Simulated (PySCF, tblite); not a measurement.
**C₂H₇NPSi radical: geometry, infrared bands and EPR parameters**

Aim: predict the infrared bands and EPR parameters of C₂H₇NPSi radical (`C/N=C\[SiH]P`).

Computed with tblite 0.8.0 and PySCF 2.14.0, with density-fitted response routines of our own, on a single molecule in the gas phase. Atoms count from 0, in the outputs and in this text.

**1. Starting geometry**

12 atoms, charge 0, multiplicity 2; geometry from: force field or distance geometry start.

Bonds of the start (Å): C0–N1 1.42, N1–C2 1.30, C2–Si3 1.85, Si3–P4 2.23, C0–H5 1.12, C0–H6 1.12, C0–H7 1.12, C2–H8 1.08, Si3–H9 1.47, P4–H10 1.45, P4–H11 1.45.

**2. Optimising the geometry with GFN2-xTB**

The job: settings as JSON, then the geometry in Å.

```
{"job": {"kind": "relax", "xc": "GFN2-xTB", "basis": "xTB"}, "charge": 0, "multiplicity": 2}
C     -2.018600    -0.066700     0.430500
N     -1.225800    -1.232500     0.594300
C     -0.012700    -1.355900     0.157400
Si     0.744900     0.046400    -0.778100
P      2.487700     0.900500     0.327000
H     -1.589800     0.760900     1.048600
H     -2.111400     0.259200    -0.632000
H     -3.038700    -0.261500     0.839900
H      0.534900    -2.275100     0.324000
H     -0.182600     1.157500    -1.005700
H      2.831000     2.113700    -0.388800
H      3.582300    -0.047200     0.351100
```

Command:

```console
$ OMP_NUM_THREADS=1 python probes_run.py task.json out
```

The driver reads the jobs from task.json and runs them one after another.

The program printed:

```text
step      E/eV     max force
  0    -405.46319    1.996
  1    -405.61017    1.532
  2    -405.79796    1.221
  3    -405.97995    0.858
  4    -406.04166    0.663
  5    -406.08356    0.550
  6    -406.10538    0.442
  7    -406.11550    0.265
  8    -406.12117    0.215
  9    -406.12769    0.248
 10    -406.13374    0.296
 11    -406.14156    0.231
 12    -406.14829    0.196
 13    -406.15272    0.155
 14    -406.15564    0.141
 15    -406.15802    0.134
 16    -406.16010    0.128
 17    -406.16170    0.103
 18    -406.16300    0.117
 19    -406.16467    0.138
 20    -406.16704    0.195
 21    -406.16943    0.165
 22    -406.17106    0.112
 23    -406.17209    0.102
 24    -406.17298    0.113
 25    -406.17410    0.149
 26    -406.17538    0.130
 27    -406.17664    0.111
 28    -406.17797    0.109
 29    -406.17992    0.134
 30    -406.18297    0.198
 31    -406.18681    0.200
 32    -406.19067    0.183
 33    -406.19367    0.131
 34    -406.19573    0.165
 35    -406.19791    0.167
 36    -406.20029    0.127
 37    -406.20252    0.134
 38    -406.20476    0.149
 39    -406.20801    0.201
 40    -406.21295    0.242
 41    -406.21899    0.226
 42    -406.22511    0.222
 43    -406.22730    0.300
 44    -406.23517    0.225
 45    -406.24004    0.155
 46    -406.24878    0.171
 47    -406.25364    0.189
 48    -406.25684    0.193
 49    -406.26099    0.198
 50    -406.26533    0.187
 51    -406.26858    0.128
 52    -406.27104    0.171
 53    -406.27328    0.166
 54    -406.27613    0.144
 55    -406.27808    0.083
 56    -406.27889    0.066
 57    -406.27952    0.062
 58    -406.28001    0.057
 59    -406.28042    0.049
 60    -406.28077    0.066
 61    -406.28118    0.061
 62    -406.28171    0.051
 63    -406.28229    0.063
 64    -406.28273    0.056
 65    -406.28311    0.044
 66    -406.28347    0.048
 67    -406.28380    0.043
 68    -406.28409    0.045
 69    -406.28437    0.050
 70    -406.28475    0.052
 71    -406.28535    0.063
 72    -406.28627    0.075
 73    -406.28743    0.093
 74    -406.28861    0.086
 75    -406.28947    0.079
 76    -406.28997    0.074
 77    -406.29055    0.065
 78    -406.29105    0.057
 79    -406.29188    0.066
 80    -406.29306    0.090
 81    -406.29497    0.112
 82    -406.29610    0.136
 83    -406.28940    0.395
 84    -406.29810    0.061
 85    -406.29859    0.056
 86    -406.29942    0.066
 87    -406.29984    0.056
 88    -406.30105    0.053
 89    -406.30165    0.067
 90    -406.30201    0.050
 91    -406.30234    0.046
 92    -406.30287    0.059
 93    -406.30330    0.076
 94    -406.30394    0.064
 95    -406.30451    0.051
 96    -406.30493    0.049
 97    -406.30518    0.043
 98    -406.30541    0.051
 99    -406.30589    0.052
100    -406.30700    0.071
101    -406.30828    0.100
102    -406.30937    0.089
103    -406.30952    0.129
104    -406.31050    0.047
105    -406.31095    0.051
106    -406.31211    0.067
107    -406.31269    0.042
108    -406.31322    0.067
109    -406.31373    0.081
110    -406.31412    0.069
111    -406.31489    0.088
112    -406.31568    0.070
113    -406.31642    0.061
114    -406.31695    0.062
115    -406.31716    0.060
116    -406.31726    0.042
117    -406.31734    0.027
118    -406.31739    0.025
119    -406.31748    0.025
120    -406.31758    0.027
121    -406.31772    0.024
122    -406.31784    0.027
123    -406.31800    0.031
124    -406.31819    0.031
125    -406.31845    0.037
126    -406.31863    0.027
127    -406.31871    0.019
128    -406.31873    0.024
129    -406.31875    0.010
130    -406.31876    0.009
```

Run time: 0.61 s. Hardware: 1 thread of Arm Neoverse V2, shared host.

Along the way: (not every step is listed)

| step | energy from step 0 (eV) | largest force (eV/Å) |
| --- | --- | --- |
| 0 | 0.0000 | 1.9961 |
| 1 | -0.1470 | 1.5320 |
| 2 | -0.3348 | 1.2207 |
| 3 | -0.5168 | 0.8584 |
| 4 | -0.5785 | 0.6632 |
| 5 | -0.6204 | 0.5502 |
| 6 | -0.6422 | 0.4424 |
| 7 | -0.6523 | 0.2653 |
| 8 | -0.6580 | 0.2154 |
| 19 | -0.7015 | 0.1385 |
| 30 | -0.7198 | 0.1983 |
| 41 | -0.7558 | 0.2264 |
| 52 | -0.8079 | 0.1708 |
| 63 | -0.8191 | 0.0630 |
| 74 | -0.8254 | 0.0860 |
| 85 | -0.8354 | 0.0556 |
| 96 | -0.8417 | 0.0490 |
| 107 | -0.8495 | 0.0418 |
| 118 | -0.8542 | 0.0250 |
| 125 | -0.8553 | 0.0371 |
| 126 | -0.8554 | 0.0271 |
| 127 | -0.8555 | 0.0186 |
| 128 | -0.8555 | 0.0244 |
| 129 | -0.8556 | 0.0105 |
| 130 | -0.8556 | 0.0095 |

Close pairs (by a distance rule), those that changed most:

| bond | before (Å) | after (Å) | change (Å) |
| --- | --- | --- | --- |
| P4–H10 | 1.450 | 1.383 | -0.067 |
| P4–H11 | 1.448 | 1.383 | -0.065 |
| C2–Si3 | 1.848 | 1.890 | +0.042 |
| N1–C2 | 1.295 | 1.261 | -0.034 |
| C0–H7 | 1.116 | 1.092 | -0.025 |
| C0–H6 | 1.115 | 1.091 | -0.024 |
| C0–H5 | 1.118 | 1.099 | -0.020 |
| Si3–P4 | 2.233 | 2.225 | -0.009 |

The final coordinates are the input of the step that follows.

**3. Harmonic vibrations with GFN2-xTB**

The job: settings as JSON, then the geometry in Å.

```
{"job": {"kind": "ir", "xc": "GFN2-xTB", "basis": "xTB"}, "charge": 0, "multiplicity": 2}
C     -2.267154    -0.363381     0.144567
N     -1.203373    -1.253692     0.452893
C      0.006510    -0.910732     0.359175
Si     0.772175     0.726022    -0.195852
P      2.924565     0.793216     0.363159
H     -1.938291     0.516275    -0.425655
H     -3.015729    -0.916393    -0.424497
H     -2.734285    -0.037107     1.075865
H      0.725032    -1.697170     0.583312
H      0.141304     1.948950     0.327160
H      3.319081     1.572732    -0.708656
H      3.271361    -0.379405    -0.283341
```

The program printed:

```text
mode    cm-1     km/mol
  1      51.7      1.11
  2      68.2      5.83
  3      92.8      2.75
  4     129.7      1.08
  5     201.6      4.95
  6     285.9     41.43
  7     403.7      3.43
  8     476.1     10.62
  9     539.4      1.47
 10     609.3    120.03
 11     684.1      0.70
 12     702.0    189.38
 13     743.5     29.95
 14     800.6     42.11
 15    1021.1     65.76
 16    1084.0      1.82
 17    1109.8      7.83
 18    1141.7     14.48
 19    1272.9     68.96
 20    1381.1     10.46
 21    1452.2      7.96
 22    1463.9      9.77
 23    1653.7    312.18
 24    2170.3    217.06
 25    2301.6     89.67
 26    2389.1    128.46
 27    2879.1     54.71
 28    2958.3     24.81
 29    2972.6     13.14
 30    2996.2     26.66
```

Wall time 0.27 s (1 thread of Arm Neoverse V2, shared host).

The strongest bands and the atoms that carry them (share of the mass-weighted mode):

| cm⁻¹ | km/mol | atoms |
| --- | --- | --- |
| 609 | 120.0 | H9 28 %, H11 28 %, Si3 26 % |
| 702 | 189.4 | C2 32 %, H11 18 %, H9 15 %, H10 14 % |
| 1021 | 65.8 | C0 40 %, N1 21 %, H8 11 %, C2 10 % |
| 1273 | 69.0 | H8 69 %, N1 14 %, C2 11 % |
| 1654 | 312.2 | N1 50 %, C2 46 % |
| 2170 | 217.1 | H9 96 % |
| 2302 | 89.7 | H10 49 %, H11 47 % |
| 2389 | 128.5 | H11 49 %, H10 48 % |

**4. g tensor and hyperfine couplings: B3LYP/pcH-1**

Settings changed since step 3:

```diff
@@ -1,2 +1,2 @@
-{"job": {"kind": "ir", "xc": "GFN2-xTB", "basis": "xTB"}, "charge": 0, "multiplicity": 2}
+{"job": {"kind": "epr", "basis": "pcH-1"}, "charge": 0, "multiplicity": 2}
 C     -2.267154    -0.363381     0.144567
```

Level: UKS B3LYP, pcH-1 on C H N P Si, non-relativistic, mean-field spin-orbit, GIAO.

The program printed:

```text
UKS, coarse grid
  cycle   1  E = -765.93381579  |g| = 3.01e-01
  cycle   2  E = -765.73955736  |g| = 6.47e-01
  cycle   3  E = -765.97375832  |g| = 1.24e-01
  cycle   4  E = -765.97971109  |g| = 5.41e-02
  cycle   5  E = -765.98116853  |g| = 1.41e-02
  cycle   6  E = -765.98131403  |g| = 7.11e-03
  cycle   7  E = -765.98135155  |g| = 1.77e-03
  cycle   8  E = -765.98135728  |g| = 8.19e-04
UKS, final grid
  cycle   1  E = -765.98132845  |g| = 8.00e-04
  cycle   2  E = -765.98132840  |g| = 1.08e-03
  cycle   3  E = -765.98132896  |g| = 2.64e-04
  cycle   4  E = -765.98132901  |g| = 1.24e-04
  cycle   5  E = -765.98132904  |g| = 8.68e-05
  cycle   6  E = -765.98132905  |g| = 1.79e-05
  cycle   7  E = -765.98132905  |g| = 7.65e-06
E = -765.98132905 Eh   <S^2> = 0.7585 (exact 0.7500)
g shifts (ppm)      1          2          3
  rmc          -151       -151       -151
  gc             11         36         57
  oz_so        -552        759       4981
  total        -692        644       4887
hyperfine (MHz)  atom isotope    a_iso     a_fc   dipolar eigenvalues
    0   13C      -5.71      -5.71     -1.41     -0.42      1.82
    1   14N       9.37       9.41     -9.66     -7.73     17.39
    2   13C      -3.83      -3.81    -13.84      1.88     11.97
    3  29Si    -334.83    -335.58   -153.97     76.71     77.26
    4   31P      34.37      34.64    -46.46    -39.15     85.60
    5    1H      -1.43      -1.44     -3.43     -1.15      4.59
    6    1H      18.10      18.11     -1.80     -1.26      3.06
    7    1H      14.53      14.53     -1.64     -0.76      2.40
    8    1H      22.31      22.32     -3.71      0.52      3.19
    9    1H      23.22      23.18     -8.39      1.32      7.06
   10    1H      41.66      41.65     -3.28     -0.75      4.04
   11    1H      10.33      10.32     -3.06     -0.47      3.53
```

Run time: 43 s. Hardware: 1 thread of Arm Neoverse V2, shared host; peak memory 0.71 GiB.

Principal g values 2.00163, 2.00296, 2.00721; g(iso) = 2.00393, against 2.00232 for a free electron.

Hyperfine couplings; where a row names several nuclei, a(iso) is their mean (it holds for fast rotation or exchange) and the dipolar term the largest among them:

| nuclei | isotope | a(iso) (MHz) | a(iso) (G, at g = 2.0023) | largest dipolar term (MHz) |
| --- | --- | --- | --- | --- |
| Si3 | 29Si | -334.8 | -119.5 | -154.0 |
| P4 | 31P | 34.4 | 12.3 | 85.6 |
| H10, H11 | 1H | 26.0 | 9.3 | 4.0 |
| H9 | 1H | 23.2 | 8.3 | -8.4 |
| H8 | 1H | 22.3 | 8.0 | -3.7 |
| H5, H6, H7 | 1H | 10.4 | 3.7 | 4.6 |
| N1 | 14N | 9.4 | 3.3 | 17.4 |
| C0 | 13C | -5.7 | -2.0 | 1.8 |
| C2 | 13C | -3.8 | -1.4 | -13.8 |

Mulliken spin populations:

| atom | value (e) |
| --- | --- |
| C0 | 0.00 |
| N1 | 0.16 |
| C2 | -0.07 |
| Si3 | 0.81 |
| P4 | 0.07 |
| H5 | -0.01 |
| H6 | 0.01 |
| H7 | 0.01 |
| H8 | 0.01 |
| H9 | 0.00 |
| H10 | 0.01 |
| H11 | 0.00 |

In first order the couplings over 0.8 MHz of 31P, 1H, 14N give 288 distinct lines over 64.9 G, if the averaged nuclei exchange fast.

Orbitals, density, ELF and potential are computed afterwards from the orbital file.

ELF in a plane through or near 6 of the atoms.

Ten even steps from ' ' (0.00) to '@' (1.00):
```
                                                        
                                                        
                                                        
                      --**##::                          
                    ::##@@@@++                          
        ::==--      --%%@@@@**    ----                  
      ::##@@%%==  ..--%%@@@@++  --%%%%..                
      ==@@@@@@##--==--..::##--  ##@@@@--..              
      --%%@@@@**++%%..%%##  ::  ==%%##====::..          
      ..==##==..::@@====----++  ..**..::##++::          
        ::====::--##**::++@@##====%%++==####==..        
        ::##@@@@%%--::::**##..##**++%%--++++--          
        --%%@@@@@@..  ..**%%::##**==%%::                
        ::%%@@@@@@    ++@@@@##--##@@@@++                
        ..++%%%%++    %%@@@@**  ==%%%%++                
            ::::      **@@@@--  ..==++::                
                      ..**##                            
                                                        
                                                        
                                                        
```
The map spans 12.5 Å across and 8.9 Å up, centred on the molecule. Atoms in the plane (x, y in Å): C0 (2.3, 0.1), N1 (1.5, -1.0), C2 (0.2, -0.9), Si3 (-0.9, 0.6), H10 (-3.6, 0.9), H11 (-3.1, -1.0).

log10 of the density (e/Å³) in the same plane.

Ten even steps from '0' (-4.0) to '9' (1.5):
```
0000000000000000000000000000
0000000000011100000000000000
0000000001122211000000000000
0000111112334332111100000000
0001222223445543222211000000
0012334334556644344322100000
0023455545566654455433210000
0124566655667654566554321000
0124567766699655577765431000
0124567776688665678875432000
0124566766666776677765432000
0123467765556787887665431000
0013456764456777887543321000
0012345554456766676532210000
0002234443346665555432000000
0001122322345544444320000000
0000011111223333222100000000
0000000000011211000000000000
0000000000000000000000000000
0000000000000000000000000000
```
The map spans 12.5 Å across and 8.9 Å up, centred on the molecule. Atoms in the plane (x, y in Å): C0 (2.3, 0.1), N1 (1.5, -1.0), C2 (0.2, -0.9), Si3 (-0.9, 0.6), H10 (-3.6, 0.9), H11 (-3.1, -1.0).

On the surface of density 0.002 e/bohr³ the electrostatic potential runs, from the 1st to the 99th percentile, from -1.54 V near N1 to 1.06 V near H10.

The spin density lies nearest to Si3 55 %; N1 13 %; P4 9 %; H9 7 %.

**5. Outcome**

| quantity | value |
| --- | --- |
| strongest single infrared mode (GFN2-xTB) | 1654 cm⁻¹, 312 km/mol |
| zero-point energy (GFN2-xTB) | 51.5 kcal/mol |
| g(iso) (B3LYP) | 2.00393 |
| ⟨S²⟩ | 0.758 (exact 0.75) |
| largest a(iso) (averaged by class) | 29Si on Si3, -334.8 MHz |
| surface potential, 1st and 99th percentile | -1.54 V and 1.06 V |

In words: Over 130 steps the energy fell by 0.856 eV; of the close pairs, P4–H10 changed most, 1.450 to 1.383 Å. No mode is imaginary among the 30: a minimum at this level. The strongest single mode, at 1654 cm⁻¹, moves mainly N1 and C2. Unscaled tight-binding wavenumbers are off by several per cent, some by more. Its intensities can rank the bands wrongly. Si3 carries the largest spin population, 0.81 e. The isotropic g lies 1.6 ppt above the free-electron value.
